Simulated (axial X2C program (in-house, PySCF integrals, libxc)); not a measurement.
# GaSi: from the state search to constants

Aim: find the lowest determinant of GaSi, scan the bond at several levels and fit the constants, once spin-free and once with spin–orbit coupling.

Computed with an in-house X2C program for linear molecules on PySCF integrals. Level: all-electron X2C, Ga dyall-cv3z, Si dyall-v3z.

All values are calculated.

## 1. The job

Contents of task.json:

```json
{
 "zs": [
  31,
  14
 ],
 "q": 0,
 "bas": [
  "dyall-cv3z",
  "dyall-v3z"
 ],
 "levels": [
  "PBE0",
  "HF",
  "B97-3"
 ],
 "cc": true,
 "r0": 2.4,
 "thr": -1.0,
 "nmax": 90,
 "npts": 10,
 "nst": 2,
 "ntry": 6
}
```

Keys: zs atomic numbers; q charge; bas basis sets; levels methods (HF also brings MP2); cc coupled cluster on or off; r0 starting distance in Å; thr threshold in hartree for freezing inner shells (an s shell follows its p shell); nmax most natural virtual spinors; npts points asked for on the curve; nst determinants followed; ntry starts of the search.

Started as:

```bash
$ python so2c.py task.json out
```

Spin-free means the one-electron spin-free X2C Hamiltonian; two-component (2c) means X2C with spin–orbit coupling and atomic mean-field two-electron Coulomb and Gaunt terms. Basis: Ga dyall-cv3z contracted to [9s9p7d4f1g], Si dyall-v3z contracted to [8s7p2d1f]; Gaussian nuclei, density fitting. Masses: Ga 68.926 u, Si 27.977 u.

Notation: σ, π±, δ± give the projection m of an orbital's angular momentum (0, ±1, ±2), α and β its spin, Λ and M_S the sums; ω is the projection of a spinor's total angular momentum and Ω the sum. Logs are in hartree.

The results follow Hamiltonian by Hamiltonian and level by level.

## 2. State search with PBE0

Determinants are compared with PBE0 at 2.400 Å.

Spin-free determinants:

| ΔE (eV) | state | open shells |
| --- | --- | --- |
| 0.00 | M_S = 3/2, Λ = 0 | beyond closed shells: σα, π+α, π-α |
| 0.31 | M_S = 1/2, Λ = 0 | beyond closed shells: σβ, π+α, π-α |
| 0.84 | M_S = 1/2, Λ = 0 | beyond closed shells: σα, π+β, π-α |
| 0.84 | M_S = 1/2, Λ = 2 | beyond closed shells: σα, π+α, π+β |
| 1.19 | M_S = 1/2, Λ = 1 | beyond closed shells: π+α |
| 1.27 | M_S = 1/2, Λ = 1 | beyond closed shells: π+α, π+β, π-α |
| 2.59 | M_S = 3/2, Λ = 1 | beyond closed shells: 2 × π+α, π-α |

Two-component determinants:

| ΔE (eV) | state | open shells |
| --- | --- | --- |
| 0.00 | Ω = 3/2 | excess of +ω over −ω: ω = 3/2 |
| 0.31 | Ω = 1/2 | excess of +ω over −ω: 2 × ω = -1/2, ω = 3/2 |
| 0.81 | Ω = 1/2 | excess of +ω over −ω: ω = 1/2 |
| 0.84 | Ω = 5/2 | excess of +ω over −ω: 2 × ω = 1/2, ω = 3/2 |
| 0.87 | Ω = 1/2 | excess of +ω over −ω: ω = 1/2 |
| 2.63 | Ω = 5/2 | excess of +ω over −ω: ω = -1/2, 2 × ω = 3/2 |
| 2.84 | Ω = 7/2 | excess of +ω over −ω: ω = 1/2, 2 × ω = 3/2 |

## 3. PBE0, spin-free

State followed: M_S = 3/2, Λ = 0 (beyond closed shells: σα, π+α, π-α). The scan is laid around 2.426 Å, a first estimate of the minimum, and this SCF restarts from the orbitals of the search.

The SCF at the reference distance of 2.426 Å:

```text
spin-free X2C-1e  PBE0
basis functions 154  fitting functions 924  grid points 5081
iter        total energy     max residual
   1      -2233.345223677     1.02e+00
   2      -2233.593521365     7.21e-03
   3      -2233.593617175     7.27e-03
   4      -2233.593863869     5.69e-04
   5      -2233.593867140     4.26e-04
   6      -2233.593869524     1.39e-04
   7      -2233.593869833     4.12e-05
   8      -2233.593869871     2.03e-05
   9      -2233.593869881     6.49e-06
  10      -2233.593869883     1.16e-06
converged
one-electron -3299.33660655  Coulomb 1067.74367369  exact exchange -23.69930540  xc functional -72.96894801  nuclear repulsion 94.66731638
```

Along the bond, energies from the lowest point:

```
R (Å)  E (eV)  μ (D)  HOMO (eV)  LUMO (eV)  iterations
2.111  0.4756  -0.77      -5.68      -2.97          12
2.208  0.1931  -0.93      -5.73      -2.84          12
2.280  0.0744  -1.07      -5.75      -2.75          12
2.353  0.0148  -1.24      -5.77      -2.71          12
2.426  0.0000  -1.42      -5.76      -2.71          10
2.511  0.0252  -1.65      -5.64      -2.70          11
2.596  0.0835  -1.90      -5.52      -2.69          11
2.705  0.1916  -2.23      -5.39      -2.66          11
2.838  0.3551  -2.66      -5.23      -2.63          11
3.033  0.6212  -3.28      -5.04      -2.57          11
```

Dipoles are positive if Si is the positive end.

Outer orbitals at the reference distance:

```csv
symmetry,occupied,ε (eV),atomic character
δ-α,yes,-22.72,100% Ga d
δ+α,yes,-22.72,100% Ga d
σα,yes,-22.70,100% Ga d
δ-β,yes,-22.68,100% Ga d
δ+β,yes,-22.68,100% Ga d
π+α,yes,-22.67,100% Ga d
π-α,yes,-22.67,100% Ga d
σβ,yes,-22.59,100% Ga d
π+β,yes,-22.58,100% Ga d
π-β,yes,-22.58,100% Ga d
σα,yes,-13.91,"56% Si s, 26% Ga s, 9% Ga p"
σβ,yes,-11.82,"47% Si s, 38% Ga s, 6% Ga p"
σα,yes,-9.92,"47% Ga s, 21% Si p, 21% Si s"
σβ,yes,-8.38,"39% Ga s, 30% Si s, 15% Si p"
σα,yes,-5.78,"46% Si p, 39% Ga p, 11% Ga s"
π+α,yes,-5.76,"71% Si p, 24% Ga p, 4% Ga d"
π-α,yes,-5.76,"71% Si p, 24% Ga p, 4% Ga d"
σβ,no,-2.71,"46% Si p, 41% Ga p, 9% Ga s"
π+β,no,-2.60,"49% Si p, 47% Ga p"
π-β,no,-2.60,"49% Si p, 47% Ga p"
π+α,no,-1.62,"68% Ga p, 21% Si p, 7% Si d"
```

PBE0 fields in the half plane through the axis: z from -2.4 to 4.8 Å across, distance from the axis 0.15 to 2.25 Å upwards; Ga lies at z = 0 and Si at z = 2.426 Å; the ELF is damped to zero where the density is low.

log10 density (e/bohr³). Ten even steps from ' ' (-4.26 ) to '@' (1.37 ):
```
      ........::::::::::::::::::::::::::....      
    ....::::::::::::::::::----------::::::......  
  ....::::------------------------------::::::..  
....::::------========--==============------::....
..::::----======================++======----::::..
..::----====++++**++++====++++++++++++====----::..
::::--====++**######**++++++++**##**++++====--::::
::::--====++**%%@@%%**++++++++##@@%%++++====--::::
```

ELF. Ten even steps from '0' (0.00 ) to '9' (0.95 ):
```
0000111111112344444310000
0013444322233566666542100
0146776543345677888765210
1578887544455788899887520
3799975322356788899998641
6999862121246873238999752
7999842575137721511999863
8999723838326708590799863
```

Re = 2.418 Å, ωe = 300 cm⁻¹, ωexe = 1.23 cm⁻¹, Be = 0.1449 cm⁻¹, De = 2.52 eV, μ = -1.40 D.

## 4. HF, spin-free

The SCF at the reference distance of 2.426 Å:

```text
spin-free X2C-1e  HF
basis functions 154  fitting functions 924  grid points 5081
iter        total energy     max residual
   1      -2231.722838063     1.47e-01
   2      -2231.749236123     1.01e-02
   3      -2231.750461924     1.07e-02
   4      -2231.751087034     1.24e-03
   5      -2231.751235993     7.50e-04
   6      -2231.751296603     4.07e-04
   7      -2231.751318503     2.61e-04
   8      -2231.751327023     1.97e-04
   9      -2231.751330308     1.12e-04
  10      -2231.751331420     7.06e-05
  11      -2231.751331840     2.62e-05
  12      -2231.751331878     5.99e-06
  13      -2231.751331880     1.86e-06
  14      -2231.751331881     8.98e-07
converged
one-electron -3299.57575025  Coulomb 1068.10618518  exact exchange -94.94908320  xc functional 0.00000000  nuclear repulsion 94.66731638
```

Re = 2.495 Å, ωe = 271.6 cm⁻¹, ωexe = 1.07 cm⁻¹, Be = 0.1361 cm⁻¹, De = 1.55 eV, μ = -2.15 D.

## 5. B97-3, spin-free

Output at 2.426 Å:

```text
spin-free X2C-1e  B97-3
basis functions 154  fitting functions 924  grid points 5081
iter        total energy     max residual
   1      -2233.751446400     1.61e-02
   2      -2233.752452070     4.20e-03
   3      -2233.752439893     4.99e-03
   4      -2233.752593750     1.91e-04
   5      -2233.752593864     1.83e-04
   6      -2233.752594599     5.45e-05
   7      -2233.752594679     1.51e-05
   8      -2233.752594685     3.62e-06
   9      -2233.752594686     1.61e-06
converged
one-electron -3299.47165998  Coulomb 1067.89177063  exact exchange -25.53169248  xc functional -71.30832923  nuclear repulsion 94.66731638
```

Re = 2.444 Å, ωe = 288.5 cm⁻¹, ωexe = 1.18 cm⁻¹, Be = 0.1418 cm⁻¹, De = 2.36 eV, μ = -1.52 D.

## 6. MP2 and beyond, spin-free

Correlated methods: 7 electrons correlated (frozen shells, counted by type: Ga 3 s, 2 p, 1 d; Si 2 s, 1 p), 231 virtual spinors in MP2, 90 natural virtuals in coupled cluster.

Output of the correlated part at 2.426 Å:

```text
correlated 7  virtual 231  natural virtual 90  E(MP2) -0.120789323  MP2 remainder -0.002034359
iter   CCSD correlation   residual
   1     -0.136289116   1.27e-01
   2     -0.143002049   5.17e-02
   3     -0.143732832   1.80e-02
   4     -0.144003972   9.39e-03
   5     -0.144040022   4.55e-03
   6     -0.144056107   1.72e-03
   7     -0.144071790   6.89e-04
   8     -0.144068996   3.05e-04
   9     -0.144068396   1.14e-04
  10     -0.144068786   3.63e-05
  11     -0.144069183   1.19e-05
  12     -0.144069315   4.55e-06
  13     -0.144069368   2.05e-06
  14     -0.144069372   8.15e-07
(T) -0.008185111  T1 0.0368  D1 0.0534  max T2 0.075
```

T1 in the output is the amplitude norm over the root of the electron number; divide by √2 for the Lee–Taylor value.

MP2: Re = 2.436 Å, ωe = 304 cm⁻¹, Be = 0.1428 cm⁻¹, De = 2.32 eV.

CCSD: Re = 2.449 Å, ωe = 297.8 cm⁻¹, ωexe = 1.15 cm⁻¹, Be = 0.1413 cm⁻¹, De = 2.18 eV. T1 at Re = 0.026 (Lee–Taylor, the printed value over √2).

CCSD(T): Re = 2.444 Å, ωe = 301 cm⁻¹, ωexe = 1.16 cm⁻¹, Be = 0.1418 cm⁻¹, De = 2.31 eV. T1 at Re = 0.026 (Lee–Taylor, the printed value over √2).

## 7. A higher determinant, spin-free

State: M_S = 1/2, Λ = 0 (beyond closed shells: σβ, π+α, π-α).

Output at the reference distance:

```text
spin-free X2C-1e  PBE0
basis functions 154  fitting functions 924  grid points 5081
iter        total energy     max residual
   1      -2233.334709872     1.03e+00
   2      -2233.581986158     7.12e-03
   3      -2233.582090776     7.09e-03
   4      -2233.582318558     5.78e-04
   5      -2233.582321979     3.93e-04
   6      -2233.582323937     1.22e-04
   7      -2233.582324246     3.42e-05
   8      -2233.582324275     1.23e-05
   9      -2233.582324281     3.68e-06
  10      -2233.582324282     6.34e-07
converged
one-electron -3299.22823312  Coulomb 1067.63688228  exact exchange -23.69685837  xc functional -72.96143145  nuclear repulsion 94.66731638
```

```
R (Å)  E above the lowest PBE0 point (eV)
2.111                               0.761
2.208                               0.485
2.280                               0.373
2.353                               0.321
2.426                               0.314
2.511                               0.349
2.596                               0.416
2.705                               0.533
2.838                               0.704
```

Re = 2.401 Å, ωe = 310 cm⁻¹, ωexe = 1.43 cm⁻¹, Be = 0.1469 cm⁻¹, μ = -1.41 D. ⟨S²⟩ = 1.78 against 0.75 for a pure state, so this determinant mixes spins. Te = 0.31 eV.

## 8. The spin-free curves together

Energy (eV) of the followed determinant, spin-free, from each level's lowest point:

```
R (Å)   PBE0     HF    MP2   CCSD  CCSD(T)  B97-3
2.111  0.476  0.652  0.558    n/a      n/a  0.538
2.208  0.193  0.318  0.238  0.258    0.253  0.234
2.280  0.074  0.161  0.100  0.113    0.109  0.101
2.353  0.015  0.064  0.025  0.032    0.030  0.027
2.426  0.000  0.013  0.000  0.000    0.000  0.000
2.511  0.025  0.000  0.017  0.010    0.013  0.011
2.596  0.084  0.024  0.071  0.057    0.062  0.057
2.705  0.192  0.093  0.180  0.155    0.165  0.150
2.838  0.355  0.216  0.350    n/a      n/a  0.297
3.033  0.621  0.431  0.638    n/a      n/a  0.542
```

## 9. PBE0, 2c

State followed: Ω = 3/2 (excess of +ω over −ω: ω = 3/2). The scan is laid around 2.426 Å, a first estimate of the minimum, and this SCF restarts from the orbitals of the search.

The SCF at the reference distance of 2.426 Å:

```text
two-component X2C + atomic mean field  PBE0
basis functions 154  fitting functions 924  grid points 5081
iter        total energy     max residual
   1      -2232.703575336     1.03e+00
   2      -2232.952874183     7.21e-03
   3      -2232.952968174     7.31e-03
   4      -2232.953216471     5.70e-04
   5      -2232.953219748     4.26e-04
   6      -2232.953222129     1.38e-04
   7      -2232.953222437     4.06e-05
   8      -2232.953222474     1.97e-05
   9      -2232.953222484     6.39e-06
  10      -2232.953222486     1.16e-06
converged
one-electron -3297.70825975  Coulomb 1067.40775208  exact exchange -23.69208048  xc functional -72.94663852  nuclear repulsion 94.66731638  atomic mean-field constant -0.68131219
```

Along the bond, energies from the lowest point:

```
R (Å)  E (eV)  μ (D)  HOMO (eV)  LUMO (eV)  iterations
2.111  0.4775  -0.77      -5.68      -2.99          12
2.208  0.1943  -0.93      -5.73      -2.86          12
2.280  0.0752  -1.07      -5.75      -2.77          12
2.353  0.0151  -1.24      -5.77      -2.71          12
2.426  0.0000  -1.42      -5.75      -2.71          10
2.511  0.0248  -1.65      -5.62      -2.70          11
2.596  0.0828  -1.90      -5.51      -2.69          11
2.705  0.1906  -2.23      -5.37      -2.66          11
2.838  0.3538  -2.66      -5.22      -2.63          11
3.033  0.6194  -3.28      -5.03      -2.57          11
```

Dipoles are positive if Si is the positive end.

Outer spinors at the reference distance:

| ω | occupied | ε (eV) | atomic character | λ mixture |
| --- | --- | --- | --- | --- |
| -3/2 | yes | -22.97 | 100% Ga d | 88% δ, 12% π |
| 3/2 | yes | -22.95 | 100% Ga d | 81% δ, 19% π |
| -1/2 | yes | -22.91 | 100% Ga d | 68% π, 32% σ |
| 1/2 | yes | -22.90 | 100% Ga d | 53% σ, 47% π |
| 5/2 | yes | -22.56 | 100% Ga d | 100% δ |
| -5/2 | yes | -22.52 | 100% Ga d | 100% δ |
| 3/2 | yes | -22.51 | 100% Ga d | 81% π, 19% δ |
| 1/2 | yes | -22.48 | 100% Ga d | 53% π, 47% σ |
| -1/2 | yes | -22.46 | 100% Ga d | 68% σ, 32% π |
| -3/2 | yes | -22.44 | 100% Ga d | 88% π, 12% δ |
| 1/2 | yes | -13.91 | 56% Si s, 26% Ga s, 9% Ga p | 100% σ |
| -1/2 | yes | -11.82 | 47% Si s, 38% Ga s, 6% Ga p | 100% σ |
| 1/2 | yes | -9.92 | 47% Ga s, 21% Si p, 21% Si s | 100% σ |
| -1/2 | yes | -8.38 | 39% Ga s, 30% Si s, 15% Si p | 100% σ |
| 1/2 | yes | -5.78 | 46% Si p, 39% Ga p, 11% Ga s | 100% σ |
| -1/2 | yes | -5.78 | 70% Si p, 24% Ga p, 4% Ga d | 100% π |
| 3/2 | yes | -5.75 | 71% Si p, 23% Ga p, 4% Ga d | 100% π |
| -1/2 | no | -2.71 | 46% Si p, 41% Ga p, 9% Ga s | 100% σ |
| 1/2 | no | -2.62 | 49% Si p, 48% Ga p | 100% π |
| -3/2 | no | -2.58 | 50% Si p, 47% Ga p | 100% π |
| -1/2 | no | -1.64 | 67% Ga p, 21% Si p, 7% Si d | 100% π |

PBE0 fields in the half plane through the axis: z from -2.4 to 4.8 Å across, distance from the axis 0.15 to 2.25 Å upwards; Ga lies at z = 0 and Si at z = 2.426 Å; the ELF is damped to zero where the density is low.

log10 density (e/bohr³). Ten even steps from '0' (-4.26 ) to '9' (1.37 ):
```
0001111222222222222211000
0011222222222333332221110
0112233333333333333322210
1122333444434444444333211
1223344444444444544433221
1233445565544555555443321
2234456777655556765544322
2234456898655557985544322
```

ELF. Ten even steps from ' ' (0.00 ) to '@' (0.95 ):
```
        ................::--==========--..        
    ..--======--::::::----++**********++==::..    
  ..==**####**++==----==++**####%%%%%%##**++::..  
..++##%%%%%%##++======++++##%%%%%%@@@@%%%%##++::  
--##@@@@@@##++--::::--++**##%%%%%%@@@@@@@@%%**==..
**@@@@@@%%**::..::..::==**%%##--::--%%@@@@@@##++::
##@@@@@@%%--::++##++..--####::..++....@@@@@@%%**--
%%@@@@@@##::--%%--%%--::**##  %%++@@  ##@@@@%%**--
```

Re = 2.418 Å, ωe = 299.8 cm⁻¹, ωexe = 1.22 cm⁻¹, Be = 0.1448 cm⁻¹, De = 2.51 eV, μ = -1.40 D.

## 10. HF, 2c

The SCF at the reference distance of 2.426 Å:

```text
two-component X2C + atomic mean field  HF
basis functions 154  fitting functions 924  grid points 5081
iter        total energy     max residual
   1      -2231.082825398     1.48e-01
   2      -2231.109209663     1.02e-02
   3      -2231.110436396     1.07e-02
   4      -2231.111060062     1.24e-03
   5      -2231.111209812     7.50e-04
   6      -2231.111271294     4.07e-04
   7      -2231.111294009     2.60e-04
   8      -2231.111303281     1.96e-04
   9      -2231.111307300     1.11e-04
  10      -2231.111309109     6.98e-05
  11      -2231.111310431     5.20e-05
  12      -2231.111311006     4.96e-05
  13      -2231.111311557     4.68e-05
  14      -2231.111313300     3.61e-05
  15      -2231.111315648     1.18e-05
  16      -2231.111315921     7.49e-06
  17      -2231.111315955     3.05e-06
  18      -2231.111315958     1.24e-06
  19      -2231.111315958     6.34e-07
converged
one-electron -3297.94631147  Coulomb 1067.76921822  exact exchange -94.92022690  xc functional 0.00000000  nuclear repulsion 94.66731638  atomic mean-field constant -0.68131219
```

Re = 2.496 Å, ωe = 271.5 cm⁻¹, ωexe = 1.07 cm⁻¹, Be = 0.136 cm⁻¹, De = 1.56 eV, μ = -2.15 D.

## 11. B97-3, 2c

Output at 2.426 Å:

```text
two-component X2C + atomic mean field  B97-3
basis functions 154  fitting functions 924  grid points 5081
iter        total energy     max residual
   1      -2233.110925256     1.63e-02
   2      -2233.111930886     4.21e-03
   3      -2233.111919053     5.00e-03
   4      -2233.112072736     1.93e-04
   5      -2233.112072904     1.84e-04
   6      -2233.112073659     5.45e-05
   7      -2233.112073751     1.53e-05
   8      -2233.112073769     4.85e-06
   9      -2233.112073775     2.47e-06
  10      -2233.112073777     1.07e-06
converged
one-electron -3297.84356657  Coulomb 1067.55609990  exact exchange -25.52390701  xc functional -71.28670428  nuclear repulsion 94.66731638  atomic mean-field constant -0.68131219
```

Re = 2.445 Å, ωe = 288.2 cm⁻¹, ωexe = 1.17 cm⁻¹, Be = 0.1417 cm⁻¹, De = 2.35 eV, μ = -1.52 D.

## 12. MP2 and beyond, 2c

Correlated methods: 7 electrons correlated (frozen shells, counted by type: Ga 3 s, 2 p, 1 d; Si 2 s, 1 p), 231 virtual spinors in MP2, 90 natural virtuals in coupled cluster.

Output of the correlated part at 2.426 Å:

```text
correlated 7  virtual 231  natural virtual 90  E(MP2) -0.120702005  MP2 remainder -0.002032513
iter   CCSD correlation   residual
   1     -0.136203902   1.27e-01
   2     -0.142926905   5.18e-02
   3     -0.143665594   1.81e-02
   4     -0.143942516   9.52e-03
   5     -0.143981950   4.68e-03
   6     -0.143999952   1.92e-03
   7     -0.144017808   9.72e-04
   8     -0.144014706   6.34e-04
   9     -0.144013593   4.46e-04
  10     -0.144014408   3.17e-04
  11     -0.144017541   1.75e-04
  12     -0.144018092   7.26e-05
  13     -0.144018349   2.79e-05
  14     -0.144018295   1.12e-05
  15     -0.144018361   5.48e-06
  16     -0.144018414   2.96e-06
  17     -0.144018432   1.57e-06
(T) -0.008182867  T1 0.0376  D1 0.0567  max T2 0.076
```

MP2: Re = 2.437 Å, ωe = 304 cm⁻¹, Be = 0.1427 cm⁻¹, De = 2.36 eV.

CCSD: Re = 2.449 Å, ωe = 297.6 cm⁻¹, ωexe = 1.16 cm⁻¹, Be = 0.1412 cm⁻¹, De = 2.20 eV. T1 at Re = 0.027 (Lee–Taylor, the printed value over √2).

CCSD(T): Re = 2.445 Å, ωe = 301 cm⁻¹, ωexe = 1.16 cm⁻¹, Be = 0.1417 cm⁻¹, De = 2.33 eV. T1 at Re = 0.027 (Lee–Taylor, the printed value over √2).

## 13. A higher determinant, 2c

State: Ω = 1/2 (excess of +ω over −ω: 2 × ω = -1/2, ω = 3/2).

Output at the reference distance:

```text
two-component X2C + atomic mean field  PBE0
basis functions 154  fitting functions 924  grid points 5081
iter        total energy     max residual
   1      -2232.693070586     1.03e+00
   2      -2232.941339108     7.12e-03
   3      -2232.941440866     7.19e-03
   4      -2232.941672625     5.83e-04
   5      -2232.941676128     3.94e-04
   6      -2232.941678082     1.21e-04
   7      -2232.941678392     3.38e-05
   8      -2232.941678420     1.20e-05
   9      -2232.941678426     3.64e-06
  10      -2232.941678427     6.37e-07
converged
one-electron -3297.59983788  Coulomb 1067.30093298  exact exchange -23.68964317  xc functional -72.93913454  nuclear repulsion 94.66731638  atomic mean-field constant -0.68131219
```

```
R (Å)  E above the lowest PBE0 point (eV)
2.111                               0.763
2.208                               0.486
2.280                               0.374
2.353                               0.321
2.426                               0.314
2.511                               0.348
2.596                               0.415
2.705                               0.532
2.838                               0.702
```

Re = 2.402 Å, ωe = 310 cm⁻¹, ωexe = 1.42 cm⁻¹, Be = 0.1468 cm⁻¹, μ = -1.41 D. Te = 0.31 eV.

## 14. The 2c curves together

Energy (eV) of the followed determinant, 2c, from each level's lowest point:

```
R (Å)   PBE0     HF    MP2   CCSD  CCSD(T)  B97-3
2.111  0.478  0.655  0.561    n/a      n/a  0.539
2.208  0.194  0.320  0.240  0.259    0.255  0.235
2.280  0.075  0.162  0.101  0.114    0.110  0.101
2.353  0.015  0.064  0.026  0.032    0.030  0.028
2.426  0.000  0.014  0.000  0.000    0.000  0.000
2.511  0.025  0.000  0.017  0.010    0.012  0.011
2.596  0.083  0.023  0.071  0.056    0.062  0.056
2.705  0.191  0.092  0.178  0.154    0.163  0.149
2.838  0.354  0.215  0.349    n/a      n/a  0.296
3.033  0.619  0.429  0.636    n/a      n/a  0.540
```

The whole job took 94 s on 1 thread, shared host.

## 15. Results

Lowest determinant that the search found at its distance, spin-free: M_S = 3/2, Λ = 0 (beyond closed shells: σα, π+α, π-α).

Lowest determinant that the search found at its distance, 2c: Ω = 3/2 (excess of +ω over −ω: ω = 3/2).

```tsv
Hamiltonian	level	Re (Å)	ωe (cm⁻¹)	De (eV)	μ (D)
spin-free	PBE0	2.418	300	2.52	-1.40
spin-free	HF	2.495	271.6	1.55	-2.15
spin-free	MP2	2.436	304	2.32	n/a
spin-free	CCSD	2.449	297.8	2.18	n/a
spin-free	CCSD(T)	2.444	301	2.31	n/a
spin-free	B97-3	2.444	288.5	2.36	-1.52
2c	PBE0	2.418	299.8	2.51	-1.40
2c	HF	2.496	271.5	1.56	-2.15
2c	MP2	2.437	304	2.36	n/a
2c	CCSD	2.449	297.6	2.20	n/a
2c	CCSD(T)	2.445	301	2.33	n/a
2c	B97-3	2.445	288.2	2.35	-1.52
```

Dipoles are positive if Si is the positive end.

Time per point (s) on 1 thread, shared host (2c runs; CCSD comes with the CCSD(T) run); the times are rough: PBE0 0.57, HF 0.48, MP2 0.57, CCSD(T) 3.5, B97-3 0.6.

In words: At CCSD(T), going from spin-free to two-component changes Re by +1 mÅ, ωe by -0.1 %; the spin-free picture holds up (part of it comes from the scalar share of the two-electron terms). De moves by +0.02 eV; both De rest on single-determinant atoms, which can miss part of an open shell's spin–orbit lowering.

De refers to Ga + Si, each in the lowest determinant found, which need not be this curve's own limit. The state is a single determinant with fixed occupations, the lowest that a limited PBE0 search found. De is counted from the lowest determinant-based energies of the atoms at the same level, without counterpoise correction. Density functionals use the spin component along the axis (collinear). Coupled cluster ran in a truncated set of natural virtual spinors; the MP2 energy of the rest was added. With several unpaired electrons one determinant need not be a pure state. With the outer-core shells frozen, correlated bond lengths of heavy atoms tend to come out a few hundredths of an ångström too long. T1 at Re is 0.027 (Lee–Taylor), above the customary mark of 0.02.
